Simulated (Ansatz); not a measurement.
# KCoF₃, space group Pm-3m: a scan of the Hubbard U

With Ansatz's Python interface.

Typed at the interpreter:
```pycon
>>> import warnings
>>> import ansatz
>>> import numpy as np
>>> def count_gap(report):
...     # lowest empty less highest filled band, counting bands; zero where they overlap
...     return max(report.get("gap_by_band_count_ev") or 0.0, 0.0)
...
>>> warnings.simplefilter("ignore", ansatz.DeckWarning)
>>> lattice = ansatz.Lattice.of(
...     (4.071, 0.0, 0.0),
...     (0.0, 4.071, 0.0),
...     (0.0, 0.0, 4.071),
... )
>>> sites = [
...     ("K", (0.0, 0.0, 0.0)),
...     ("Co", (0.5, 0.5, 0.5)),
...     ("F", (0.0, 0.5, 0.5)),
...     ("F", (0.5, 0.0, 0.5)),
...     ("F", (0.5, 0.5, 0.0)),
... ]
>>> structure = ansatz.Crystal(lattice=lattice)
>>> for symbol, position in sites:
...     structure = structure.atom(symbol, position)
...
>>> structure = structure.moments(Co=2.5)
>>> calculation = structure.calculation()
>>> calculation = calculation.functional("pbesol")
>>> calculation = calculation.kpoints(mesh=(5, 5, 5))
>>> calculation = calculation.basis(450).occupations("Fermi-Dirac", width=0.15)
>>> calculation = calculation.spin("collinear").band_table()
>>> rows = []
>>> for u in [0.0, 2.0, 4.0, 6.0]:
...     data = calculation.hubbard("Co", "d", u_eff=u).run(threads=1).report
...     shell = data["hubbard"]["n_scf"]
...     rows.append((u, count_gap(data), sum(shell) / len(shell), max(abs(m) for m in data["site_moments_mub"]), data["n_iterations"]))
...
RunWarning: this result is not held to the crystal's symmetry: a search behind the close, the SCF from the whole filling of its shells under DFT+U, one down a way that the close's least curvature shows or from a spin flipped beside it, or a hybrid's further [...]
>>> print("      U_eff eV  gap by band count eV  Co d occupation (projector)  largest moment muB      iterations")
      U_eff eV  gap by band count eV  Co d occupation (projector)  largest moment muB      iterations
>>> for row in rows:
...     print(f"{str(row[0]):>14s}  {row[1]:20.3f}  {row[2]:27.4f}  {row[3]:18.3f}  {row[4]:14d}")
...
           0.0                 0.000                       7.3040               2.553              15
           2.0                 1.502                       7.2402               2.594               3
           4.0                 3.239                       7.2042               2.621               3
           6.0                 4.593                       7.1737               2.644               3
```

From U = 0 to 6 eV the largest site moment goes from 2.55 to 2.64 μB.

Reading the output:
- Other magnetic orders than the one started from may lie lower.
- A gap by band count of zero or less means overlapping bands, a metal.
- With one magnetic atom the cell can hold only ferromagnetic order.
- The starting cell is as deposited in a crystallographic database; the results hold for this polymorph, which needn't be the stable one.
- Gaps and levels are Kohn-Sham values on a finite set of k-points.
- Warnings are shown shortened and without file and line.
- Shell occupations and the effect of U depend on the projectors; a run with no .spin step is spin-unpolarised, and each U may end in a state that isn't the lowest.
- The script silences the warnings on its input, which a real study should read.
- It ran for 2.9 min on 1 thread of Arm Neoverse V2, with other jobs on the host, peak memory 0.79 GiB.
